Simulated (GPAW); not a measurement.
CuSn3:

```xyz
8
Lattice="6.6229 0.0000 0.0000 -3.3114 5.7356 0.0000 0.0000 0.0000 5.0048" Properties=species:S:1:pos:R:3 pbc="T T T"
Sn    0.0000    1.9769    1.2512
Sn   -1.5994    4.7471    1.2512
Sn    1.5994    4.7471    1.2512
Sn    3.3114    3.7586    3.7536
Sn    4.9108    0.9885    3.7536
Sn    1.7121    0.9885    3.7536
Cu    0.0000    3.8237    3.7536
Cu    3.3114    1.9119    1.2512
```

The cell comes from a database or a generator and needn't be the stable form of this composition.

Base run:

* Program: GPAW 26.7.0
* Functional: PBEsol
* Potentials or basis: PAW data sets generated in the run's folder for this functional
* Cutoff: 600 eV
* Basis: pw
* k mesh: 5 × 5 × 6
* Occupations: fermi-dirac, width 0.05 eV
* Spin: no spin polarisation

Its results: pressure -3.2 GPa; largest force 0.255 eV/Å.

The run is repeated on the same cell with these changes: k mesh from 5 × 5 × 6 to 3 × 3 × 4. What comes out?

Pressure -2.3 GPa; largest force 0.267 eV/Å.

Caveats: some runs use coarse meshes; with this Cu data set, volumes or pressures lay over 1.5 % or 2 GPa off other programs in two to four cells of ten.
